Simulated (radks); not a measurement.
**Ionisation of Ir⁺: one atom, several choices of relativity**

The task here is to estimate one member of a computed series from the others.

Program: radks (a radial shooting solver on a logarithmic mesh, Libxc functionals) version 1. Level of theory: Kohn-Sham, LDA (Slater exchange, Perdew-Wang correlation), spin-unpolarised, spherical densities. These are calculated values, not measurements, unless marked.

**The system**

```
element       : iridium (Z = 77)
charge        : +1
electrons     : 76
configuration : [Xe] 4f14 5d7 6s1
ion           : Ir²⁺, [Xe] 4f14 5d7
choices       : non-relativistic; scalar-relativistic; Dirac, 2j+1 shares; Dirac, low j first; scalar-relativistic, finite nucleus; Dirac, 2j+1 shares, finite nucleus; Dirac, c × 2; Dirac, c × 1.25; Dirac, c × 5
```

Set-up of the first run:

Settings of this run:

```text
Z 77
configuration [Xe] 4f14 5d7 6s1 6p0 7s0
relativity non-relativistic
functional lda,pw
spin unpolarised
nucleus point
```

Steps of the session up to this table: non-relativistic: Ir⁺.

One of the session's tables, all rows but one given; the rest of the session is left out.

It belongs to the step «non-relativistic: Ir⁺». The radial density on a logarithmic grid:

```
r (bohr)  4πr²ρ (e/bohr)
0.000771           2.166
 0.00127           5.413
 0.00209           13.05
 0.00344           28.63
 0.00569           55.57
 0.00935           86.32
  0.0154           98.87
  0.0254           90.50
  0.0417           115.8
  0.0691           134.5
   0.113           113.9
   0.188           117.0
   0.308           72.74
   0.506               ?
   0.838           21.33
    1.38           11.51
    2.28           2.581
    3.74          0.3862
```

Estimate the missing values for r (bohr) = 0.506.

Worked estimate for «4πr²ρ (e/bohr)». A straight line through the neighbours (0.308, 72.74) and (0.838, 21.33) gives 72.74 + (21.33 − 72.74) × (0.506 − 0.308) / (0.838 − 0.308) = 53.53; a parabola fitted to 4 rows on both sides gives 51.98.

The run gave: 4πr²ρ (e/bohr): 68.24. In «4πr²ρ (e/bohr)» the line misses by -14.71 and the parabola by -16.26.

Caveats from the session: Spin polarisation and multiplet splitting of open shells are left out at every level.
